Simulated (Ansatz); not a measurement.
# C6H7NO: the cost of one run

Program: Ansatz 0.2.0, Gaussian basis. Level of theory: one geometry, several basis sets. These are calculated values, not measurements.

The runs, in order: PBE0-D4/def2-SVP; ωB97M-V/def2-SVP; PBE0-D4/def2-QZVPP; ωB97M-V/def2-QZVPP; the functionals' def2-TZVPP values are taken from earlier runs.

## Step 1: The relaxed structure

All runs share one geometry, relaxed beforehand with PBE0-D4 in a triple-zeta def2 set.

SMILES `Nc1cccc(O)c1`, 15 atoms, charge 0, spin multiplicity 1.

Atoms are counted from 1 here; the program's logs count them from 0.

Bond lengths: N1–C2 1.384 Å, N1–H9 1.006 Å, N1–H10 1.006 Å, C2–C3 1.398 Å, C2–C8 1.393 Å, C3–C4 1.382 Å, C3–H11 1.084 Å, C4–C5 1.387 Å, C4–H12 1.084 Å, C5–C6 1.390 Å, C5–H13 1.085 Å, C6–O7 1.357 Å, C6–C8 1.386 Å, O7–H14 0.961 Å, C8–H15 1.084 Å. Angles: C2–N1–H9 115.7°, C2–N1–H10 115.5°, H9–N1–H10 112.7°, N1–C2–C3 120.5°, N1–C2–C8 120.3°, C3–C2–C8 119.2°, C2–C3–C4 119.8°, C2–C3–H11 119.8°, C4–C3–H11 120.4°, C3–C4–C5 121.4°, C3–C4–H12 119.3°, C5–C4–H12 119.3°, C4–C5–C6 118.6°, C4–C5–H13 120.9°, C6–C5–H13 120.5°, C5–C6–O7 122.2°, C5–C6–C8 120.8°, O7–C6–C8 117.0° and more.

## Step 2: PBE0-D4 in def2-SVP

in.yaml

```yaml
crystal:
  periodic: [false, false, false]
  atoms:
    - {symbol: N, position_ang: [0.952918, 1.327585, 1.885806]}
    - {symbol: C, position_ang: [0.495675, 0.528305, 0.853089]}
    - {symbol: C, position_ang: [1.102107, -0.703365, 0.587702]}
    - {symbol: C, position_ang: [0.598703, -1.514832, -0.411016]}
    - {symbol: C, position_ang: [-0.502343, -1.135423, -1.163494]}
    - {symbol: C, position_ang: [-1.101417, 0.090374, -0.895942]}
    - {symbol: O, position_ang: [-2.180549, 0.534421, -1.589478]}
    - {symbol: C, position_ang: [-0.610327, 0.917353, 0.101543]}
    - {symbol: H, position_ang: [0.714713, 2.303107, 1.820409]}
    - {symbol: H, position_ang: [1.910410, 1.178740, 2.157031]}
    - {symbol: H, position_ang: [1.960583, -1.018483, 1.170311]}
    - {symbol: H, position_ang: [1.075388, -2.467881, -0.611267]}
    - {symbol: H, position_ang: [-0.890036, -1.778948, -1.946443]}
    - {symbol: H, position_ang: [-2.421362, -0.125373, -2.245257]}
    - {symbol: H, position_ang: [-1.104462, 1.864419, 0.287006]}
basis:
  gaussian: {orbitals: def2-SVP}
hamiltonian: {xc: pbe0, dispersion: d4}
output: {orbitals: {seedname: orbitals}}
```

Launch:

```
> ansatz run in.yaml --threads 2 --pin off --events-out ev --progress --plain --max-ram 32768MiB --backend cpu
```

**Question.** How long does this run take on 2 threads of AMD EPYC 7R13, shared host, and how much memory does it need?

About 3.3 s, with a peak of 0.79 GiB.
